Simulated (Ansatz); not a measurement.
# Rb2YTlCl6: the cost of one run

Method: DFT PBE, plane waves, PAW, scalar-relativistic, no spin polarisation, in Ansatz 0.2.0.

## Step 1: The structure to begin with

The cell holds 40 atoms (Cl24Rb8Tl4Y4): a = 11.437 Å, b = 11.437 Å, c = 11.437 Å, α = 90.00°, β = 90.00°, γ = 90.00°.

The coordinates stand in the first input below.

## Step 2: Run 1

400 steps of 2 fs at constant energy, with velocities drawn for 3000 K.

input.yaml

```yaml
crystal:
  lattice:
    - [11.43669, 0.0, 0.0]
    - [0.0, 11.43669, 0.0]
    - [0.0, 0.0, 11.43669]
  atoms:
    - { symbol: Rb, position: [0.75, 0.75, 0.75] }
    - { symbol: Rb, position: [0.25, 0.25, 0.25] }
    - { symbol: "Y", position: [0.0, 0.0, 0.0] }
    - { symbol: Tl, position: [0.5, 0.5, 0.5] }
    - { symbol: Cl, position: [0.230844, 0.5, 0.5] }
    - { symbol: Cl, position: [0.5, 0.5, 0.230844] }
    - { symbol: Cl, position: [0.769156, 0.5, 0.5] }
    - { symbol: Cl, position: [0.5, 0.230844, 0.5] }
    - { symbol: Cl, position: [0.5, 0.769156, 0.5] }
    - { symbol: Cl, position: [0.5, 0.5, 0.769156] }
    - { symbol: Rb, position: [0.25, 0.25, 0.75] }
    - { symbol: Rb, position: [0.75, 0.75, 0.25] }
    - { symbol: "Y", position: [0.5, 0.5, 0.0] }
    - { symbol: Tl, position: [0.0, 0.0, 0.5] }
    - { symbol: Cl, position: [0.730844, 0.0, 0.5] }
    - { symbol: Cl, position: [0.0, 0.0, 0.230844] }
    - { symbol: Cl, position: [0.269156, 0.0, 0.5] }
    - { symbol: Cl, position: [0.0, 0.730844, 0.5] }
    - { symbol: Cl, position: [0.0, 0.269156, 0.5] }
    - { symbol: Cl, position: [0.0, 0.0, 0.769156] }
    - { symbol: Rb, position: [0.25, 0.75, 0.25] }
    - { symbol: Rb, position: [0.75, 0.25, 0.75] }
    - { symbol: "Y", position: [0.5, 0.0, 0.5] }
    - { symbol: Tl, position: [0.0, 0.5, 0.0] }
    - { symbol: Cl, position: [0.730844, 0.5, 0.0] }
    - { symbol: Cl, position: [0.0, 0.5, 0.730844] }
    - { symbol: Cl, position: [0.269156, 0.5, 0.0] }
    - { symbol: Cl, position: [0.0, 0.230844, 0.0] }
    - { symbol: Cl, position: [0.0, 0.769156, 0.0] }
    - { symbol: Cl, position: [0.0, 0.5, 0.269156] }
    - { symbol: Rb, position: [0.75, 0.25, 0.25] }
    - { symbol: Rb, position: [0.25, 0.75, 0.75] }
    - { symbol: "Y", position: [0.0, 0.5, 0.5] }
    - { symbol: Tl, position: [0.5, 0.0, 0.0] }
    - { symbol: Cl, position: [0.230844, 0.0, 0.0] }
    - { symbol: Cl, position: [0.5, 0.0, 0.730844] }
    - { symbol: Cl, position: [0.769156, 0.0, 0.0] }
    - { symbol: Cl, position: [0.5, 0.730844, 0.0] }
    - { symbol: Cl, position: [0.5, 0.269156, 0.0] }
    - { symbol: Cl, position: [0.5, 0.0, 0.269156] }
basis:
  ecutwfc: 420.0
kpoints:
  mp_grid: { grid: [1, 1, 1] }
hamiltonian:
  xc: pbe
scf:
  occupations: { method: fermi_dirac, width: 0.05 }
  lower_state_search: "off"
md:
  timestep: 2
  n_steps: 400
  ensemble: nve
  temperature: 3000.0
  initial_velocities: maxwell_boltzmann
  seed: 7203
```

On the command line:

```bash
ansatz run input.yaml --threads 4 --pin off --max-ram 10240MiB --backend cpu --events-out ev --progress --plain --runs-dir out
```

**Question.** How long does this run take on 4 threads of Intel Xeon Platinum 8488C (Sapphire Rapids), shared host, and how much memory does it need?

About 20 min, with a peak of 1.5 GiB.
